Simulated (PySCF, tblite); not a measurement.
**C₃H₉AlN₂: geometry, infrared bands and NMR shifts**

Wanted: the infrared bands and NMR shifts of C₃H₉AlN₂ (`CC#[N+][AlH2-][NH]C`), by calculation.

Computed with tblite 0.8.0 and PySCF 2.14.0, with density-fitted response routines of our own, on a single molecule in the gas phase. Atoms are numbered from 0 throughout.

### Step 1. The starting structure

15 atoms, charge 0, multiplicity 1; geometry from: force field or distance geometry start.

Bonds of the start (Å): C0–C1 1.47, C1–N2 1.15, N2–Al3 1.87, Al3–N4 1.92, N4–C5 1.47, C0–H6 1.10, C0–H7 1.12, C0–H8 1.11, Al3–H9 1.59, Al3–H10 1.61, N4–H11 1.04, C5–H12 1.10, C5–H13 1.10, C5–H14 1.12.

### Step 2. Relaxing the molecule with GFN2-xTB

What the job is given:

```
{"job": {"kind": "relax", "xc": "GFN2-xTB", "basis": "xTB"}, "charge": 0, "multiplicity": 1}
C      3.079900     0.890500     0.244600
C      1.846800     0.093200     0.170300
N      0.895800    -0.550800     0.131600
Al    -0.675500    -1.560000     0.036100
N     -2.171200    -0.498400     0.615400
C     -2.391100     0.609300    -0.322000
H      3.581800     0.717000     1.210600
H      2.816300     1.972700     0.162600
H      3.752400     0.605100    -0.585500
H     -0.911500    -2.062100    -1.451700
H     -0.537600    -2.834500     1.006600
H     -1.920100    -0.091600     1.538300
H     -2.633700     0.224400    -1.322600
H     -3.243100     1.216700     0.027300
H     -1.493500     1.276600    -0.368200
```

Command:

```sh
$ OMP_NUM_THREADS=1 python probes_run.py task.json out
```

One launch serves the whole session: the jobs run in the order shown.

**Question.** This job is followed by: GFN2-xTB harmonic vibrations, gas phase; GIAO PBE0/pcSseg-1 NMR shielding, non-relativistic, gas phase. Predict these results of the whole session: strongest infrared band; zero-point energy (GFN2-xTB); ¹³C shifts against TMS (PBE0/pcSseg-1); ¹H shifts against TMS (PBE0/pcSseg-1); ¹⁵N shifts against NH3 (PBE0/pcSseg-1); ²⁷Al shifts against AlH4- (PBE0/pcSseg-1).

The runs gave:

| quantity | value |
| --- | --- |
| strongest infrared band | 1678 cm⁻¹, 404 km/mol |
| zero-point energy (GFN2-xTB) | 68.8 kcal/mol |
| ¹³C shifts against TMS (PBE0/pcSseg-1) | 130.0, 35.0, 1.0 ppm |
| ¹H shifts against TMS (PBE0/pcSseg-1) | 3.87, 2.97, 2.38, -0.34 ppm |
| ¹⁵N shifts against NH3 (PBE0/pcSseg-1) | 248.0, 22.6 ppm |
| ²⁷Al shifts against AlH4- (PBE0/pcSseg-1) | 48.3 ppm |

What this shows: The optimisation took 142 steps and gained 0.857 eV; among the bonds of the start, N2–Al3 changed most, from 1.870 to 1.997 Å. The lowest mode is slightly imaginary (13i cm⁻¹), a soft motion within the noise of the Hessian, so the minimum is not strictly shown. The strongest single mode, at 1678 cm⁻¹, moves mainly H10. Unscaled tight-binding wavenumbers are off by several per cent, some by more. Its intensities can rank the bands wrongly. At PBE0/pcSseg-1: The largest span, 462 ppm, is at N2, where the paramagnetic term is -318 ppm.
